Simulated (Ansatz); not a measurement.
A first try at a dry run that shows the plan of Ba, space group Im-3m, using the Python package of Ansatz (0.2.0).

Script `ba.py`:
```python
import ansatz as az

params = {
    "xc": "PBE",
    "filling": "fermi_dirac",
    "sigma": 0.1,
}

system = (
    az.Lattice.from_parameters(4.341385, 4.341385, 4.341385, alpha=109.47122, beta=109.47122, gamma=109.47122)
    .atom("Ba", (0.0, 0.0, 0.0))
)

calculation = system.calculation()
calculation = calculation.functional(params["xc"])
calculation = calculation.basis(38 * az.Ry)
calculation = calculation.occupations(params["filling"], width=params["sigma"])
calculation = calculation.kpoints(6)
calculation = calculation.pseudopotentials("uspp")
session = calculation.session()
print("features:", ", ".join(session.active_features))
print("SCF threshold (eV):", session.dr2_threshold)
planned = session.plan(dry_run=True)
told = planned.describe()
for name in ("ecut_ev", "ecutrho_ev", "n_bands", "nominal_top_band", "n_pw_range", "fft_dense", "fft_smooth", "n_sym_ops", "cell_volume_ang3"):
    print(f"{name:18s} {told[name]}")
print("irreducible k-points and weights")
for k, weight in zip(told.kpoints_frac, told.kweights):
    print(f"  {k[0]:8.4f} {k[1]:8.4f} {k[2]:8.4f}  {weight:.5f}")
```

```console
$ python ba.py
Traceback (most recent call last):
  File "ba.py", line 19, in <module>
    calculation = calculation.pseudopotentials("uspp")
  ...
ansatz.errors.InputError: .pseudopotentials('uspp'): not one of nc, nc_fr, paw, paw_fr, all_electron  [hamiltonian.pseudopotentials.kind]
```
(Library frames cut from the traceback.)

Why does it end like this?

The fault: that kind of potential isn't served. The correction:

```diff
--- before
+++ after
@@ -18,3 +18,2 @@
 calculation = calculation.kpoints(6)
-calculation = calculation.pseudopotentials("uspp")
 session = calculation.session()
```

With that change:

```console
$ python ba.py
features: AnyPaw, Paw, PbeFamilyXc, FractionalOccupations
SCF threshold (eV): 1e-07
ecut_ev            517.016338673772
ecutrho_ev         2068.065354695088
n_bands            9
nominal_top_band   5
n_pw_range         [1669, 1721]
fft_dense          [36, 36, 36]
fft_smooth         [36, 36, 36]
n_sym_ops          48
cell_volume_ang3   62.988754879906494
irreducible k-points and weights
    0.0000   0.0000   0.0000  0.00463
    0.0000   0.0000   0.1667  0.05556
    0.0000   0.0000   0.3333  0.05556
    0.0000   0.0000  -0.5000  0.02778
    0.0000   0.1667   0.1667  0.11111
    0.0000   0.1667   0.3333  0.22222
    0.0000   0.3333   0.3333  0.03704
    0.1667   0.1667   0.1667  0.03704
    0.1667   0.1667   0.3333  0.05556
    0.1667   0.1667  -0.1667  0.02778
    0.1667   0.3333  -0.3333  0.11111
    0.1667  -0.5000  -0.5000  0.05556
    0.1667  -0.5000  -0.3333  0.11111
    0.3333   0.3333  -0.3333  0.02778
    0.3333  -0.5000  -0.5000  0.05556
   -0.5000  -0.5000  -0.5000  0.00463
```
